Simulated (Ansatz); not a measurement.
YbAg, space group Pm-3m, a surface slab

Computed with Ansatz 0.2.0 through its Python package.

The cells in order, each with its output:

```python
import ansatz as az
from ase import Atoms
from ase.build import surface
import numpy as np

atoms = Atoms(
    ["Yb", "Ag"],
    scaled_positions=[
        (0.5, 0.5, 0.5),
        (0.0, 0.0, 0.0),
    ],
    cell=[
        (3.6787, 0.0, 0.0),
        (0.0, 3.6787, 0.0),
        (0.0, 0.0, 3.6787),
    ],
    pbc=True,
)
slab = surface(atoms, (1, 0, 0), 3, vacuum=6.0)
slab.pbc = True

print(slab.get_chemical_formula(), "area {:.3f} A^2, cell height {:.2f} A".format(np.linalg.norm(np.cross(slab.cell[0], slab.cell[1])), slab.cell[2, 2]))
```

    Ag3Yb3 area 13.533 A^2, cell height 21.20 A

```python
def settings(structure):
    return (
        az.Crystal.from_ase(structure).calculation()
        .functional("r2SCAN")
        .basis(21 * az.Ha)
        .accuracy("low")
        .occupations("fermi_dirac", width=0.15)
        .scf(tolerance=1e-09, self_checks="high")
    )


calculation = (
    settings(slab)
    .kpoints(5, 5, 1)
    .electric_field(axis=3, dipole_correction=True)
    .potential()
    .forces()
)
res = calculation.run(threads=1)
rep = res.report
```

    RunWarning: efield: at this solve's end the planar-averaged density reaches 3.70e-4 e/Å³ inside the ramp window [0.9028, 0.0972] (bound 1e-5 e/Å³); the window's nearer edge stands 3.94 Å from this solve's nearest atom along the axis. Its work functions, free energy, forces, stress, dipole, levels and responses can be [...]
    RunWarning: The output density's exchange-correlation potential varies sharply where the density is thin. Do not read a vacuum level from v_tot or v_xc, or from such a field of the output density. On a cell that repeats whose density bears no net charge and no dipole along the vacuum's axis use v_es (v_loc + v_h of [...]

```python
rep["kpoints_frac"][:4]
```

    [[0.0, 0.0, 0.0], [0.0, 0.2, 0.0], [0.0, 0.4, 0.0], [0.2, 0.2, 0.0]]

```python
print(f"slab free energy {rep['free_energy_ev']:.4f} eV, Fermi level {rep['fermi_energy_ev']:.3f} eV")
for key, value in rep["work_function"].items():
    if isinstance(value, float):
        print(f"{key:34s} {value:12.5f}")
```

    slab free energy -64229.9435 eV, Fermi level 5.513 eV
    ramp_position                           0.95000
    ramp_width                              0.10000
    amplitude_v_ang                         0.00000
    dipole_field_v_ang                      0.03340
    dipole_moment_e_ang                     0.05295
    phi_plus_ev                             3.20567
    phi_minus_ev                            3.91901
    vacuum_level_plus_ev                    8.71872
    vacuum_level_minus_ev                   9.43206
    flatness_plus_ev_ang                    0.04194
    flatness_minus_ev_ang                   0.00590
    ramp_density_extremum_e_ang3            0.00037
    ramp_density_minimum_e_ang3             0.00000
    ramp_density_bound_e_ang3               0.00001
    ramp_density_effective_e_ang3           0.00037
    plane_spacing_ang                       0.11776

```python
bulk = settings(atoms).kpoints(6, 6, 6).run(threads=1).report
excess = rep["free_energy_ev"] - bulk["free_energy_ev"] * len(slab) / len(atoms)
area = np.linalg.norm(np.cross(slab.cell[0], slab.cell[1]))
print(f"mean surface energy {excess / (2 * area) * 16.02177:.3f} J/m^2 ({1000 * excess / (2 * area):.1f} meV/A^2)")
```

    mean surface energy 1.019 J/m^2 (63.6 meV/A^2)

```python
v = res.potential()
profile = (v.v_es_ev + (0 if v.v_field_ev is None else v.v_field_ev)).mean(axis=(0, 1))
height = res.lattice.cell_ang[2][2]
print("z (A)   planar potential less the Fermi level (eV)")
for i in range(0, len(profile), max(len(profile) // 24, 1)):
    print(f"{i * height / len(profile):6.2f} {profile[i] - rep['fermi_energy_ev']:9.3f}")
```

    z (A)   planar potential less the Fermi level (eV)
      0.00     3.568
      0.82     3.842
      1.65     3.919
      2.47     3.914
      3.30     3.887
      4.12     3.700
      4.95     2.210
      5.77    -4.686
      6.59    -3.544
      7.42    -7.854
      8.24    -8.042
      9.07    -3.363
      9.89    -5.248
     10.72    -3.660
     11.54   -10.590
     12.36    -3.260
     13.19    -5.424
     14.01    -3.218
     14.84    -8.567
     15.66    -7.494
     16.49     0.601
     17.31     2.580
     18.13     3.081
     18.96     3.189
     19.78     3.210
     20.61     3.371

These settings explore the input space; cutoff and mesh may be short of convergence. Semilocal functionals put the nearly full 4f shell of Yb too close to the Fermi level. The density doesn't vanish in the vacuum (a short gap or a low cutoff), which blurs the vacuum level. The mesh is modest for a metal, so energies can be off by several to tens of meV an atom and pressures by half a GPa or more; differences at equal mesh fare better. Only differences from the Fermi energy are physical; the zero of the scale is a convention. A Fermi-Dirac width this large means warm electrons, whose thermal share enters the free energy. The structure is a deposited one; some such entries were measured under pressure or heat, so a shift against it needn't be the functional's error alone. Warnings are shown shortened and without file and line. The slab is thin and cut from the structure as given; a cut can leave two unlike or polar faces, and the surface energy is then their mean. Miller indices refer to the vectors of the cell as typed, and the lattice isn't relaxed for this functional, so relaxation and surface energy can hold strain. Wall time of the script: 110 s on 1 thread of Arm Neoverse V2, with other jobs on the host, peak memory 0.95 GiB.

(Lines on the test bed's own set-up are left out of the output.)
